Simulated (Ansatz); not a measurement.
# CsBa3 (Fm-3m): frozen displacement of one atom

A script is to give a frozen displacement of one atom; the system is CsBa3 (Fm-3m).

Computed with Ansatz 0.2.0, driven from Python. Level of theory: DFT r2SCAN, plane waves, PAW.

## (1) The structure

It takes space group Fm-3m (No. 225, cubic). The conventional cell has a = 10.443 Å, b = 10.443 Å, c = 10.443 Å, α = 90.00°, β = 90.00°, γ = 90.00°.

No structure file is read: the coordinates are typed or built in the script.

## (2) The code

The input, run_push.py:

```python
'''Frozen displacement of one atom in CsBa3.'''

import warnings

import ansatz
import numpy as np

warnings.simplefilter('ignore', ansatz.DeckWarning)

cell = (
    ansatz.Lattice.of([0.0, 5.221284, 5.221284], [5.221284, 0.0, 5.221284], [5.221284, 5.221284, 0.0])
    .atom('Cs', [0.0, 0.0, 0.0])
    .atom('Ba', [0.25, 0.25, 0.25])
    .atom('Ba', [0.75, 0.75, 0.75])
    .atom('Ba', [0.5, 0.5, 0.5])
)

inverse = np.linalg.inv(np.array(cell.lattice.vectors))
home = np.array(cell.sites[0].position)
values = np.linspace(-0.02, 0.02, 5)
energies, pulls = [], []
for shift in values:
    moved = cell.move(0, to=home + shift * inverse[0])
    calc = moved.calculation()
    calc = calc.occupations('fermi_dirac', width=0.05)
    calc = calc.kpoints(4, center='monkhorst-pack').basis(34 * ansatz.Ry)
    calc = calc.functional(ansatz.Functional.R2SCAN).scf(lower_state_search='standard')
    calc = calc.forces()
    rep = calc.run(threads=1, pin='off').report
    energies.append(rep['free_energy_ev'])
    pulls.append(rep['forces_ev_ang'][0][0])

# the force is minus the slope of the free energy
print('shift (A)   dE (eV)   force along x (eV/A)')
for shift, e, f in zip(values, energies, pulls):
    print(f'{shift:8.3f} {e - energies[2]:10.5f} {f:12.4f}')
print(f'stiffness from energies {2 * np.polyfit(values, energies, 2)[0]:.3f}, from forces {-np.polyfit(values, pulls, 1)[0]:.3f} eV/A^2')
```

## (3) Running it

Run with:

```console
python run_push.py
```

**Question.** How stiff is this displacement, and do energies and forces agree?

The runs gave:

| quantity | value |
| --- | --- |
| runs compared | 5 |
| range of energy | 0.05 meV/atom |
| lowest point, shift of atom 1 from run 1 (Å) | 0.020 |

In words: Runs 1, 2, 3, 4, 5: each has a cutoff under the recommended one, so what rests on them isn't a property of the system. The curvature of the energy gives 1.093 eV/Å² and the slope of the force 1.093 eV/Å², a positive curvature. The cutoff lies under the one recommended for these potentials. The mesh is modest for a metal, so energies can be off by several to tens of meV an atom and pressures by half a GPa or more; differences at equal mesh fare better. The mesh has less symmetry than the crystal, which the program warned of. In a metal a curvature from energy changes of a few meV or less hangs on mesh and smearing, in size and even in sign. The structure comes from a database of computed cells and needn't be a stable or known phase. All periodic images of the atom move with it, so the curvature is one diagonal element of the zone-centre force constants and no normal mode; a positive value doesn't exclude soft modes in which several atoms move. The script silences the warnings on its input, which a real study should read.
